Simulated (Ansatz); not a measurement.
NaLaMnMoO6:

```
Na La Mn Mo O
1.0
     5.10934   -0.00669    0.01056
    -0.23945    5.68925    0.00703
    -0.92899   -2.82542    5.11884
Na La Mn Mo O
1 1 1 1 6
Direct
  0.40776 0.38086 0.07519
  0.03690 0.66325 0.68598
  0.44271 0.04268 0.40638
  0.90251 0.96387 0.30442
  0.73627 0.69569 0.99417
  0.72288 0.91846 0.55299
  0.70112 0.27368 0.37292
  0.19224 0.75325 0.36660
  0.17926 0.03365 0.11672
  0.20034 0.27462 0.63197
```

The cell was built by a generator and needn't be a form met in nature.

| Property | Result |
| --- | --- |
| Program | Ansatz 0.2.0 |
| Task | relaxation of cell and atoms |
| Functional | r2SCAN |
| Dispersion | rVV10 |
| Potentials or basis | Ansatz PAW |
| Cutoff | 500 eV (not typed: the program's choice for these potentials) |
| k mesh | 4 × 4 × 4 |
| Occupations | fermi-dirac, width 0.05 eV |
| Spin | collinear spin, ferromagnetic start |
| Starting moments | [0.0, 0.0, 4.0, 1.0, 0.0, 0.0, 0.0, 0.0, 0.0, 0.0] μB |

At the start: volume 14.90 Å³/atom.

Where does the relaxation end?

It ends after 13 steps and the volume is 13.95 Å³/atom (-6.3 %); space group P1 (No. 1, to 0.05 Å); moment 3.00 μB per cell.

The path:
```tsv
step	energy change (eV)	largest force (eV/Å)	volume (Å³)
1	0.0000	0.4194	148.95
2	-0.0495	0.3306	143.78
3	-0.0706	0.1981	143.59
4	-0.0853	0.1386	142.64
5	-0.0939	0.1498	141.12
6	-0.0988	0.0976	140.16
7	-0.1007	0.1038	139.67
8	-0.1016	0.0799	139.57
9	-0.1021	0.0598	139.60
10	-0.1024	0.0308	139.56
11	-0.1024	0.0137	139.55
12	-0.1025	0.0079	139.55
13	-0.0973	0.0088	139.55
```

Final structure:
```
CELL_PARAMETERS angstrom
5.05089 -0.02334 -0.09994
-0.25564 5.54510 0.03341
-1.01947 -2.73110 4.98971
ATOMIC_POSITIONS crystal
Na 0.42614 0.39547 0.09503
La 0.07421 0.66689 0.69540
Mn 0.44021 0.04522 0.41496
Mo 0.89052 0.95797 0.29173
O 0.70690 0.70788 0.96473
O 0.72184 0.89036 0.53644
O 0.70547 0.28274 0.39070
O 0.17995 0.73450 0.33693
O 0.17213 0.06126 0.13112
O 0.20461 0.25771 0.65030
```

Caveat: the magnetic or orbital state may not be the lowest; the plane-wave basis is chosen anew once the cell has moved, so the energies of steps on either side of that aren't comparable; a cell with one magnetic atom can't hold antiferromagnetic order, which such compounds often take; the PAW data sets come from PBE, with cores solved anew for the run's functional, which leaves a small shift of forces and pressure; the starting moments weren't kept.
